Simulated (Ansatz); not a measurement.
**C₄H₁₂GeS₄: one species, many methods**

An exercise on one series of results from a longer session: the logs are not shown, and one member is left open.

Computed with Ansatz 0.2.0, Gaussian basis. Level: functionals in def2-TZVPP, the program's frozen cores in correlated methods.

The runs, in order: LDA (SPW92), PBE-D4, revPBE-D4, BLYP-D4, r2SCAN-D4, B97M-V, PBE0-D4, B3LYP-D4, r2SCANh-D4, r2SCAN0-D4, HSE06-D4, BHLYP-D4, CAM-B3LYP-D4, LC-ωPBE, ωB97X-V, ωB97M-V, B2PLYP, PBE-QIDH; CCSD(T)/def2-SVP; CCSD(T)/def2-TZVPP; MP2/def2-QZVPP; extrapolation to the limit; RPA on PBE.

## Structure used throughout

An earlier PBE0-D4 in a triple-zeta def2 set relaxation fixed the geometry.

SMILES `C[S][Ge]([S]C)([S]C)[S]C`, 21 atoms, charge 0, spin multiplicity 1.

Atoms are counted from 1 here; the program's logs count them from 0.

Bond lengths: C1–S2 1.815 Å, C1–H10 1.090 Å, C1–H11 1.090 Å, C1–H12 1.090 Å, S2–Ge3 2.213 Å, Ge3–S4 2.213 Å, Ge3–S6 2.213 Å, Ge3–S8 2.213 Å, S4–C5 1.815 Å, C5–H13 1.090 Å, C5–H14 1.090 Å, C5–H15 1.090 Å, S6–C7 1.815 Å, C7–H16 1.090 Å, C7–H17 1.090 Å, C7–H18 1.090 Å, S8–C9 1.815 Å, C9–H19 1.090 Å and more. Angles: S2–C1–H10 106.4°, S2–C1–H11 110.9°, S2–C1–H12 110.9°, H10–C1–H11 109.4°, H10–C1–H12 109.4°, H11–C1–H12 109.7°, C1–S2–Ge3 98.2°, S2–Ge3–S4 112.3°, S2–Ge3–S6 104.0°, S2–Ge3–S8 112.3°, S4–Ge3–S6 112.3°, S4–Ge3–S8 104.0°, S6–Ge3–S8 112.3°, Ge3–S4–C5 98.2°, S4–C5–H13 106.4°, S4–C5–H14 110.9°, S4–C5–H15 110.9°, H13–C5–H14 109.4° and more.

Coordinates:

| atom | x (Å) | y (Å) | z (Å) |
| --- | --- | --- | --- |
| C1 | 2.5159 | -0.2385 | -1.7043 |
| S2 | 1.5172 | 1.1562 | -1.1117 |
| Ge3 | -0.0059 | 0.0005 | 0.0022 |
| S4 | -1.0739 | -1.4432 | -1.2907 |
| C5 | -1.7310 | -0.2647 | -2.5044 |
| S6 | -1.3569 | 1.5477 | 0.8252 |
| C7 | -2.5145 | 0.4469 | 1.6865 |
| S8 | 0.8897 | -1.2587 | 1.5861 |
| C9 | 1.7059 | 0.0583 | 2.5311 |
| H10 | 3.3303 | 0.1909 | -2.2875 |
| H11 | 2.9274 | -0.8042 | -0.8689 |
| H12 | 1.9244 | -0.8980 | -2.3386 |
| H13 | -2.2984 | -0.8504 | -3.2274 |
| H14 | -2.3908 | 0.4583 | -2.0259 |
| H15 | -0.9228 | 0.2576 | -3.0155 |
| H16 | -3.2600 | 1.0889 | 2.1553 |
| H17 | -2.0016 | -0.1328 | 2.4534 |
| H18 | -3.0058 | -0.2261 | 0.9845 |
| H19 | 0.9768 | 0.7754 | 2.9072 |
| H20 | 2.4462 | 0.5734 | 1.9197 |
| H21 | 2.2033 | -0.4271 | 3.3706 |

Set-up of the first run:

in.yaml

```yaml
crystal:
  periodic: [false, false, false]
  atoms:
    - {symbol: C, position_ang: [2.515949, -0.238495, -1.704299]}
    - {symbol: S, position_ang: [1.517242, 1.156177, -1.111709]}
    - {symbol: Ge, position_ang: [-0.005941, 0.000483, 0.002175]}
    - {symbol: S, position_ang: [-1.073892, -1.443230, -1.290739]}
    - {symbol: C, position_ang: [-1.730964, -0.264708, -2.504425]}
    - {symbol: S, position_ang: [-1.356889, 1.547742, 0.825236]}
    - {symbol: C, position_ang: [-2.514515, 0.446932, 1.686522]}
    - {symbol: S, position_ang: [0.889696, -1.258701, 1.586087]}
    - {symbol: C, position_ang: [1.705872, 0.058290, 2.531114]}
    - {symbol: H, position_ang: [3.330316, 0.190913, -2.287494]}
    - {symbol: H, position_ang: [2.927436, -0.804206, -0.868919]}
    - {symbol: H, position_ang: [1.924403, -0.898009, -2.338588]}
    - {symbol: H, position_ang: [-2.298418, -0.850408, -3.227372]}
    - {symbol: H, position_ang: [-2.390826, 0.458329, -2.025875]}
    - {symbol: H, position_ang: [-0.922798, 0.257635, -3.015534]}
    - {symbol: H, position_ang: [-3.259982, 1.088944, 2.155350]}
    - {symbol: H, position_ang: [-2.001605, -0.132768, 2.453388]}
    - {symbol: H, position_ang: [-3.005766, -0.226105, 0.984456]}
    - {symbol: H, position_ang: [0.976842, 0.775425, 2.907212]}
    - {symbol: H, position_ang: [2.446162, 0.573449, 1.919738]}
    - {symbol: H, position_ang: [2.203277, -0.427089, 3.370577]}
basis:
  gaussian: {orbitals: def2-TZVPP}
hamiltonian: {xc: lda}
output: {orbitals: {seedname: orbitals}}
```

On the command line:

```bash
$ ansatz run in.yaml --threads 4 --pin off --events-out ev --progress --plain --max-ram 46080MiB --backend cuda --devices 0, --max-vram 37GiB
```

Steps of the session up to this table: LDA; PBE-D4 (GGA); revPBE-D4 (GGA); BLYP-D4 (GGA); r2SCAN-D4 (meta-GGA); B97M-V (meta-GGA); B3LYP-D4 (hybrid); r2SCANh-D4 (hybrid); r2SCAN0-D4 (hybrid); HSE06-D4 (hybrid); BHLYP-D4 (hybrid); CAM-B3LYP-D4 (range-separated); LC-ωPBE (range-separated); ωB97X-V (range-separated); ωB97M-V (range-separated); B2PLYP (double hybrid); PBE-QIDH (double hybrid).

One of the session's tables, all rows but one given; the rest of the session is left out.

It belongs to the step «Orbital energies across the functionals». 

| functional | HOMO (eV) | gap (eV) |
| --- | --- | --- |
| LDA (SPW92) | -5.76 | 3.83 |
| PBE-D4 | -5.63 | 3.96 |
| revPBE-D4 | -5.58 | 4.01 |
| BLYP-D4 | -5.46 | 3.89 |
| r2SCAN-D4 | -5.89 | 4.43 |
| B97M-V | -6.00 | 4.61 |
| PBE0-D4 | -6.84 | 6.07 |
| B3LYP-D4 | -6.60 | 5.57 |
| r2SCANh-D4 | -6.33 | 5.20 |
| r2SCAN0-D4 | -7.00 | 6.35 |
| HSE06-D4 | -6.44 | 5.30 |
| BHLYP-D4 | -7.92 | 8.12 |
| CAM-B3LYP-D4 | -8.16 | 8.39 |
| LC-ωPBE | -9.56 | 10.96 |
| ωB97X-V | ? | ? |
| ωB97M-V | -9.02 | 10.13 |

Estimate the missing values for ωB97X-V.

**Answer.** HOMO (eV): -9.20; gap (eV): 10.49. In the column «HOMO (eV)» it lies between LC-ωPBE (-9.56) and ωB97M-V (-9.02).
